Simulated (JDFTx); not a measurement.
# Br (Cmce) in JDFTx: relaxation of cell and atoms with r2SCAN

Aim: the relaxation of cell and atoms of Br with r2SCAN.

All numbers are computed with JDFTx 1.7.0 (patched build); they aren't measurements. Logs are shortened: lines on timing, memory, paths and dates and some standing lists are left out, and cuts for length are marked. The log counts tension as positive stress, the text compression.

## (1) Starting point

The structure is orthorhombic, space group Cmce (No. 64). Conventional cell: a = 6.726 Å, b = 4.645 Å, c = 8.702 Å, α = 90.00°, β = 90.00°, γ = 90.00°. Around Br (site symmetry m) lie 1 Br at 2.29 Å.

## (2) Relaxation of cell and atoms, r2SCAN

Br.in

```
lattice \
    6.3556213886     6.3556213886     0.0000000000 \
   -4.3889834107     4.3889834107     0.0000000000 \
    0.0000000000     0.0000000000    16.4449636543
coords-type Lattice
ion Br     0.3651000000     0.6349000000     0.3901000000 1
ion Br     0.1349000000     0.8651000000     0.8901000000 1
ion Br     0.6349000000     0.3651000000     0.6099000000 1
ion Br     0.8651000000     0.1349000000     0.1099000000 1

ion-species pseudo/Br.upf
elec-cutoff 40 320
elec-ex-corr mgga-x-r2scan mgga-c-r2scan
kpoint-folding 3 3 1
elec-smearing Fermi 0.0018374661
elec-n-bands 21
electronic-SCF nIterations 100 energyDiffThreshold 1e-09
electronic-minimize nIterations 30 energyDiffThreshold 1e-7
forces-output-coords Cartesian
lattice-minimize nIterations 40 energyDiffThreshold 1e-6

dump-name run.$VAR
dump End Ecomponents EigStats BandEigs Kpoints Forces Stress ElecDensity KEdensity
```

Potentials or basis: SG15-PBE-1.2 with smoothed tails.

Launch:

```bash
> jdftx -c 2 -i Br.in -o Br.out
```

Standard output:

```text
*************** JDFTx 1.7.0 (patched build) ***************

Input parsed successfully to the following command list (including defaults):

basis kpoint-dependent
coords-type Lattice
core-overlap-check vector
coulomb-interaction Periodic
davidson-band-ratio 1.1
dump End Forces ElecDensity KEdensity BandEigs EigStats Ecomponents Stress Kpoints
dump-name run.$VAR
elec-cutoff 40 320
elec-eigen-algo Davidson
elec-ex-corr mgga-x-r2scan mgga-c-r2scan
elec-n-bands 21 1
elec-smearing Fermi 0.00183747
electronic-minimize  \
	dirUpdateScheme      FletcherReeves \
	linminMethod         DirUpdateRecommended \
	nIterations          30 \
	history              15 \
	knormThreshold       0 \
	maxThreshold         no \
	energyDiffThreshold  1e-07 \
	nEnergyDiff          2 \
	convergeAll          no \
	alphaTstart          1 \
	alphaTmin            1e-10 \
	updateTestStepSize   yes \
	alphaTreduceFactor   0.1 \
	alphaTincreaseFactor 3 \
	nAlphaAdjustMax      3 \
	wolfeEnergy          0.0001 \
	wolfeGradient        0.9 \
	abortOnFailedStep    no \
	fdTest               no
electronic-scf  \
	nIterations	100 \
	energyDiffThreshold	1e-09 \
	residualThreshold	1e-07 \
	mixFraction	0.5 \
	qMetric	0.8 \
	history	10 \
	nEigSteps	2 \
	eigDiffThreshold	1e-08 \
	mixedVariable	Density \
	qKerker	0.8 \
	qKappa	-1 \
	verbose	no \
	mixFractionMag	1.5
exchange-regularization WignerSeitzTruncated
fluid None
fluid-ex-corr lda-TF lda-PZ
fluid-gummel-loop 10 1.000000e-05
fluid-minimize  \
	dirUpdateScheme      PolakRibiere \
	linminMethod         DirUpdateRecommended \
	nIterations          100 \
	history              15 \
	knormThreshold       0 \
	maxThreshold         no \
	energyDiffThreshold  0 \
	nEnergyDiff          2 \
	convergeAll          no \
	alphaTstart          1 \
	alphaTmin            1e-10 \
	updateTestStepSize   yes \
	alphaTreduceFactor   0.1 \
	alphaTincreaseFactor 3 \
	nAlphaAdjustMax      3 \
	wolfeEnergy          0.0001 \
	wolfeGradient        0.9 \
	abortOnFailedStep    no \
	fdTest               no
fluid-solvent H2O 55.338 ScalarEOS \
	epsBulk 78.4 \
	pMol 0.92466 \
	epsInf 1.77 \
	Pvap 1.06736e-10 \
	sigmaBulk 4.62e-05 \
	Rvdw 2.61727 \
	Res 1.42 \
	tauNuc 343133 \
	poleEl 15 7 1
forces-output-coords Cartesian
ion Br   0.365100000000000   0.634900000000000   0.390100000000000 1
[... 79 lines left out ...]
G =
[   0.494301  -0.715791          0  ]
[   0.494301   0.715791         -0  ]
[         -0          0   0.382074  ]
Minimum fftbox size, Smin = [  64  64  136  ]
Chosen fftbox size, S = [  64  64  140  ]

---------- Initializing tighter grid for wavefunction operations ----------
R =
[      6.35562      6.35562            0  ]
[     -4.38898      4.38898            0  ]
[            0            0       16.445  ]
unit cell volume = 917.455
G =
[   0.494301  -0.715791          0  ]
[   0.494301   0.715791         -0  ]
[         -0          0   0.382074  ]
Minimum fftbox size, Smin = [  44  44  96  ]
Chosen fftbox size, S = [  48  48  96  ]

---------- Exchange Correlation functional ----------
Initialized LibXC exchange functional 'Re-regularized SCAN exchange by Furness et al'
Initialized LibXC correlation functional 'Re-regularized SCAN correlation by Furness et al'

---------- Setting up pseudopotentials ----------
Width of ionic core gaussian charges (only for fluid interactions / plotting) set to 0

Reading pseudopotential file 'pseudo/Br.upf':
  'Br' pseudopotential, 'PBE' functional
  Generated using ONCVPSP code by D. R. Hamann
  7 valence electrons, 0 orbitals, 6 projectors, 602 radial grid points, with lMax = 2
  Core radius for overlap checks: 2.33 bohrs.

Initialized 1 species with 4 total atoms.

Folded 1 k-points by 3x3x1 to 9 k-points.

---------- Setting up k-points, bands, fillings ----------
Reduced to 4 k-points under symmetry.
Computing the number of bands and number of electrons
Calculating initial fillings.
nElectrons:  28.000000   nBands: 21   nStates: 4

----- Setting up reduced wavefunction bases (one per k-point) -----
average nbasis = 11090.333 , ideal nbasis = 11085.846

---------- Setting up ewald sum ----------
Optimum gaussian width for ewald sums = 3.076770 bohr.
Real space sum over 1183 unit cells with max indices [  6  6  3  ]
Reciprocal space sum over 2541 terms with max indices [  5  5  10  ]

---------- Allocating electronic variables ----------
Initializing wave functions:  (No orbitals for LCAO)  bandwidth-limited random numbers

--------- Lattice Minimization ---------

Setting the auxilliary hamiltonian equal to the subspace hamiltonian.

-------- Electronic minimization -----------
Will mix electronic and kinetic density at each iteration.
	FillingsUpdate:  mu: +0.532259916  nElectrons: 28.000000
	FillingsUpdate:  mu: -0.342903515  nElectrons: 28.000000
SCF: Cycle:  0   F: -51.486152632600323   dF: -1.708e+01   |Residual|: 2.006e+00   |deigs|: 7.485e-01
	FillingsUpdate:  mu: -0.259206219  nElectrons: 28.000000
SCF: Cycle:  1   F: -52.246650006364632   dF: -7.605e-01   |Residual|: 1.496e+00   |deigs|: 1.634e-01
	FillingsUpdate:  mu: -8.608783106  nElectrons: 28.000000
SCF: Cycle:  2   F: +200.030883034195625   dF: +2.523e+02   |Residual|: 6.167e+01   |deigs|: 1.135e+03
	FillingsUpdate:  mu: -128.359264290  nElectrons: 28.000000
SCF: Cycle:  3   F: +480.457765201537882   dF: +2.804e+02   |Residual|: 1.265e+02   |deigs|: 3.554e+03
	FillingsUpdate:  mu: -110.345314806  nElectrons: 28.000000
SCF: Cycle:  4   F: +557.646330925798566   dF: +7.719e+01   |Residual|: 1.418e+02   |deigs|: 6.911e+03
	FillingsUpdate:  mu: -39.301036839  nElectrons: 28.000000
SCF: Cycle:  5   F: +526.543180903419170   dF: -3.110e+01   |Residual|: 1.387e+02   |deigs|: 9.386e+03
	FillingsUpdate:  mu: -78.788409806  nElectrons: 28.000000
[... 135 lines left out ...]
# Energy components:
   Eewald =      -43.8990270690884117
       EH =        8.9342121242501165
     Eloc =      -28.0200318139277798
      Enl =        2.6798693187423717
      Exc =      -10.3468477018389624
       KE =       16.6645952060602021
-------------------------------------
     Etot =      -53.9872299358024748
       TS =        0.0000000000174826
-------------------------------------
        F =      -53.9872299358199541

LatticeMinimize: Iter:   0  F: -53.987229935819954  |grad|_K:  3.620e-02

-------- Electronic minimization -----------
Will mix electronic and kinetic density at each iteration.
	FillingsUpdate:  mu: +0.083191352  nElectrons: 28.000000
	FillingsUpdate:  mu: +0.082325173  nElectrons: 28.000000
SCF: Cycle:  0   F: -53.984781907250181   dF: -7.500e-04   |Residual|: 4.824e-02   |deigs|: 2.223e-04
	FillingsUpdate:  mu: +0.081302697  nElectrons: 28.000000
SCF: Cycle:  1   F: -53.987529127128035   dF: -2.747e-03   |Residual|: 2.061e-02   |deigs|: 1.517e-03
	FillingsUpdate:  mu: +0.080549594  nElectrons: 28.000000
[... 21 further cycles ...]
SCF: Cycle: 23   F: -53.988340608788761   dF: -7.229e-10   |Residual|: 4.525e-05   |deigs|: 1.781e-07
	FillingsUpdate:  mu: +0.080550179  nElectrons: 28.000000
SCF: Cycle: 24   F: -53.988340609237390   dF: -4.486e-10   |Residual|: 6.133e-05   |deigs|: 2.092e-07
SCF: Converged (|Delta E|<1.000000e-09 for 2 iters).
[... 1574 lines left out ...]
# Energy components:
   Eewald =      -45.2197544316625439
       EH =        8.3128029337341900
     Eloc =      -26.0633556241629094
      Enl =        2.6946770371376054
      Exc =      -10.3363406442811936
       KE =       16.6143138037884235
-------------------------------------
     Etot =      -53.9976569254464351
       TS =        0.0000000147096439
-------------------------------------
        F =      -53.9976569401560766

LatticeMinimize: Iter:  26  F: -53.997656940156077  |grad|_K:  3.203e-04  alpha:  1.000e+00  linmin:  1.852e-01
LatticeMinimize: Converged (|Delta F|<1.000000e-06 for 2 iters).

Dumping 'run.eigStats' ...
	eMin: -0.538544 at state 0 ( [ +0.000000 +0.000000 +0.000000 ] spin 0 )
	HOMO: +0.076758 at state 0 ( [ +0.000000 +0.000000 +0.000000 ] spin 0 )
	mu  : +0.101873
	LUMO: +0.128723 at state 2 ( [ +0.333333 +0.333333 +0.000000 ] spin 0 )
	eMax: +0.468991 at state 3 ( [ +0.333333 -0.333333 +0.000000 ] spin 0 )
	HOMO-LUMO gap: +0.051964
	Optical gap  : +0.052836 at state 0 ( [ +0.000000 +0.000000 +0.000000 ] spin 0 )
Done!
[note: mu as printed may lie anywhere between the filled and the empty levels]
```

It took 80 min on 2 threads of Arm Neoverse V1, shared host; peak memory 0.36 GiB.

Results:

```
Free energy                            : -1469.3511 eV
Relaxed volume                         : 31.38 Å³/atom
Relaxed cell                           : a = 4.177 Å, b = 4.177 Å, c = 8.571 Å, α = 90.00°, β = 90.00°, γ = 57.05°
Space group after relaxing (to 0.05 Å) : Cmce (No. 64)
Energy gained by relaxing              : 70.9 meV/atom
Ionic steps                            : 27
Pressure after relaxing                : 0.0 GPa
Largest force after relaxing           : 0.006 eV/Å
Band gap on the k mesh                 : 1.41 eV, indirect (least direct gap 1.44 eV)
```

Forces in eV/Å, atoms in the order of the input:
```
Br   0.000 -0.002  0.006
Br   0.000  0.002  0.006
Br   0.000  0.002 -0.006
Br   0.000 -0.002 -0.006
```

The path:
| step | energy change (eV) | largest force (eV/Å) | pressure (GPa) | volume (Å³) |
| --- | --- | --- | --- | --- |
| 1 | 0.0000 | 0.9117 | 0.78 | 135.95 |
| 2 | -0.0302 | 0.6451 | 0.24 | 136.06 |
| 3 | -0.0689 | 0.2017 | -0.73 | 135.87 |
| 4 | -0.0836 | 0.1120 | -0.95 | 135.24 |
| 5 | -0.1144 | 0.0590 | -0.94 | 133.34 |
| 6 | -0.1459 | 0.2582 | -0.01 | 130.30 |
| 7 | -0.1579 | 0.3209 | 1.44 | 123.66 |
| 8 | -0.2172 | 0.1787 | 0.64 | 123.49 |
| 9 | -0.2319 | 0.0743 | -0.72 | 126.56 |
| 10 | -0.2415 | 0.0719 | -0.15 | 125.55 |
| 11 | -0.2502 | 0.1199 | 0.27 | 124.15 |
| 12 | -0.2593 | 0.1684 | 0.69 | 122.73 |
| 13 | -0.2595 | 0.2061 | 1.46 | 120.23 |
| 14 | -0.2615 | 0.1573 | 1.39 | 120.14 |
| 15 | -0.2680 | 0.1106 | -0.15 | 123.79 |
| 16 | -0.2778 | 0.0986 | -0.17 | 124.07 |
| 17 | -0.2797 | 0.0960 | -0.35 | 124.80 |
| 18 | -0.2812 | 0.0568 | -0.27 | 125.03 |
| 19 | -0.2813 | 0.0453 | 0.12 | 124.60 |
| 20 | -0.2822 | 0.0381 | 0.21 | 124.24 |
| 21 | -0.2833 | 0.0070 | 0.08 | 124.55 |
| 22 | -0.2835 | 0.0064 | 0.04 | 124.76 |
| 23 | -0.2835 | 0.0058 | 0.01 | 124.97 |
| 24 | -0.2836 | 0.0020 | 0.00 | 125.38 |
| 25 | -0.2837 | 0.0121 | 0.06 | 125.41 |
| 26 | -0.2837 | 0.0122 | 0.07 | 125.37 |
| 27 | -0.2837 | 0.0065 | 0.03 | 125.50 |

Final structure:
```cif
data_structure
_symmetry_space_group_name_H-M 'P 1'
_symmetry_Int_Tables_number 1
_cell_length_a 4.1772
_cell_length_b 4.1772
_cell_length_c 8.5714
_cell_angle_alpha 90.000
_cell_angle_beta 90.000
_cell_angle_gamma 57.050
_cell_volume 125.50
loop_
_atom_site_label
_atom_site_type_symbol
_atom_site_fract_x
_atom_site_fract_y
_atom_site_fract_z
_atom_site_occupancy
Br1 Br 0.34376 0.65624 0.37892 1
Br2 Br 0.15624 0.84376 0.87892 1
Br3 Br 0.65624 0.34376 0.62108 1
Br4 Br 0.84376 0.15624 0.12108 1
```

Levels at points of the mesh, in eV from the valence-band top:
```
           k point  band 12  band 13  band 14  band 15  band 16  band 17
(0.00, 0.00, 0.00)    -0.78    -0.71     0.00     1.44     2.52     6.13
```

Caveat: the k mesh is coarse (spacing up to 0.72 Å⁻¹), so the values aren't converged; meta-GGA forces are noisy on this grid; the plane waves are those of the starting cell, so after so large a change of volume the result is rough; the potentials were made for another functional, which shifts forces and pressure; an odd mesh through Γ misses points on the zone boundary, where band edges often lie.
